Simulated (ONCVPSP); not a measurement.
# Pseudopotential generation for Ag: ONCV, PBE

Aim: build the potential from the settings below, then test how well it stands in for the atom: other configurations, scattering, ghost states and the plane-wave cutoff that it needs.

Program: ONCVPSP 4.0.1.1 (patched build). Reference atom: PBE, scalar-relativistic, spherical and spin-unpolarised. All values are calculated.

### Step 1. The design

The settings as typed:

| Item | Value |
| --- | --- |
| element | silver (Ag, Z = 47) |
| type | optimised norm-conserving Vanderbilt (ONCV) |
| frozen core | [Ar] 3d10 |
| valence charge | 19 |
| reference configuration | 4s2 4p6 4d10 5s1 |
| partial waves | 4s+5s: rc 1.50 bohr, ncon 4, nbas 9, qcut 8.3 1/bohr, 3 projectors, debl 2.2 Ha; 4p: rc 1.55 bohr, ncon 4, nbas 7, qcut 10 1/bohr, 2 projectors, debl 0.6 Ha; 4d: rc 1.15 bohr, ncon 3, nbas 8, qcut 7.6 1/bohr, 2 projectors, debl 2.9 Ha |
| local potential | polynomial inside 0.85 bohr (lpopt 5, dvloc0 6 Ha) |
| core correction | Teter function fitted to the true core (icmod 2), fcfact 0.55 |

The outer shells as boxes (Hund's rule for the drawing; the calculation is spin-unpolarised):

```
[Ar] core
3d [↑↓][↑↓][↑↓][↑↓][↑↓]
4s [↑↓]
4p [↑↓][↑↓][↑↓]
4d [↑↓][↑↓][↑↓][↑↓][↑↓]
5s [↑ ]
```

An earlier all-electron run gives the scale for the radii.

All-electron outer shells of the reference configuration (PBE, scalar-relativistic, ld1.x):

```csv
shell,level (eV),outermost node (bohr),outermost maximum (bohr)
3d,-358.48,–,0.27
4s,-95.05,0.44,0.82
4p,-58.57,0.44,0.87
4d,-7.44,0.43,1.04
5s,-4.40,1.11,2.49
5p,-0.74,1.25,3.86
```

### Step 2. Generation

Ag.dat reads:

```
# ATOM AND REFERENCE CONFIGURATION
# atsym  z   nc   nv     iexc    psfile
  Ag 47.00    6    4        4      upf
#
#   n    l    f
    1    0    2.00
    2    0    2.00
    2    1    6.00
    3    0    2.00
    3    1    6.00
    3    2   10.00
    4    0    2.00
    4    1    6.00
    4    2   10.00
    5    0    1.00
#
# PSEUDOPOTENTIAL AND OPTIMIZATION
# lmax
    2
#
#   l,   rc,      ep,       ncon, nbas, qcut
    0    1.50    0.00    4    9    8.30
    1    1.55    0.00    4    7   10.00
    2    1.15    0.00    3    8    7.60
#
# LOCAL POTENTIAL
# lloc, lpopt,  rc(5),   dvloc0
    4    5    0.85    6.00
#
# VANDERBILT-KLEINMAN-BYLANDER PROJECTORs
# l, nproj, debl
    0    3    2.20
    1    2    0.60
    2    2    2.90
#
# MODEL CORE CHARGE
# icmod, fcfact, rcfact
    2    0.55    0.65
#
# LOG DERIVATIVE ANALYSIS
# epsh1, epsh2, depsh
   -5.00    5.00    0.04
#
# OUTPUT GRID
# rlmax, drl
    6.00    0.01
#
# TEST CONFIGURATIONS
# ncnf
    4
# nvcnf
#   n    l    f
    4
    4    0    2.00
    4    1    6.00
    4    2   10.00
    5    0    0.00
#
    4
    4    0    2.00
    4    1    6.00
    4    2    9.00
    5    0    0.00
#
    4
    4    0    2.00
    4    1    6.00
    4    2    8.00
    5    0    0.00
#
    4
    4    0    2.00
    4    1    5.00
    4    2   10.00
    5    0    1.00
#
```

Launch:

```console
$ oncvpsp.x < Ag.dat > Ag.out
```

**Question.** What will these runs give? Wanted: cutoffs for 1 and 0.1 mHa per electron, occupied waves; bound ghosts; GHOST(+) flags; largest test error; largest phase difference near zero energy, channels read; rms error of d²Exc/dn², without and with the model core; projector energies reset by the program.

**Answer**, as computed:

```
                                                quantity                          value
  cutoffs for 1 and 0.1 mHa per electron, occupied waves               34 Ha and 177 Ha
                                            bound ghosts                     none found
                                          GHOST(+) flags                    s at 394 eV
                            largest test error (AE − PS)  -87 meV, for 4s2 4p5 4d10 5s1
largest phase difference near zero energy, channels read                      0.000 rad
 rms error of d²Exc/dn², without and with the model core              2.71 and 1.25 mHa
                 projector energies reset by the program            p: -2.152, 0.250 Ha
```

In words: By total energies transferability is fair: the largest error is 87 meV on 65.2 eV, for 4s2 4p5 4d10 5s1. That test lies far up in energy; among those under 40 eV, nearer to bonding, the largest error is 8.4 meV. By its cutoff, 34 Ha for the looser tolerance, it is of middling hardness. The tighter tolerance needs 177 Ha, and converged work needs a cutoff nearer that. At the looser tolerance the 4d wave is the slowest; 4s needs 25 Ha. No bound ghost shows below the valence levels. Near zero energy the phases of the channels with partial waves agree within 0.001 rad. The program also flags highly localised states, GHOST(+) (s). All of this concerns the isolated atom, not yet a solid.
